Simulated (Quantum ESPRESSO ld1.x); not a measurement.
**Er⁺ in [Xe] 4f12 6s1: an all-electron calculation**

What are the levels of the erbium ion Er+, how large are its shells, and how does its energy divide?

The numbers are computed with Quantum ESPRESSO ld1.x 7.5 (Dirac Kohn-Sham, revPBE, spin-unpolarised, spherical densities, point nucleus; open shells are shared between the two j in proportion to 2j + 1), except any that are marked as measured or tabulated.

**1. What is computed**

| Quantity | Value |
| --- | --- |
| element | erbium (Z = 68) |
| charge | +1 |
| electrons | 67 |
| configuration | [Xe] 4f12 6s1 |

The outer shells:

Er⁺
```
[Xe] core
4f [↑↓][↑↓][↑↓][↑↓][↑↓][↑ ][↑ ]
6s [↑ ]
```

**2. The run**

ld1.in reads:

```fortran
 &input
    zed=68.0,
    iswitch=1,
    rel=2,
    dft='REVPBE',
    config='[Xe] 4f12 6s1',
    rel_dist='average',
    lsmall=.true.,
    prefix='ld1',
    max_out_wfc=37,
    file_charge='ld1.rho',
 /
```

What does the calculation give?

**Answer**, as computed:

```
                        quantity                   value
                    total energy       -13099.80 hartree
exchange-correlation share of it                  2.13 %
                            −T/E                  1.1040
          highest occupied level        6s1/2, -8.927 eV
    most extended occupied level  6s1/2, <r> = 3.65 bohr
 radius at density 0.001 e/bohr³               4.38 bohr
    maxima of the radial density                       4
         ionisation energy, NIST    11.92 (semi-emp.) eV
```

**Reading.** 6 principal shells are occupied and 4 maxima appear in the radial density; where shells overlap, one shows as a shoulder or not at all. Relativity lifts −T/E to 1.104. The top level binds by 8.927 eV, 75 % of the NIST ionisation energy of 11.92 eV; the potential of a semilocal functional falls off too fast, so its top eigenvalue is too shallow. Spin polarisation and multiplet splitting are left out. Sharing an open shell by 2j + 1 raises it above the true ground level by a part of the spin-orbit splitting, which enters the differences from NIST.
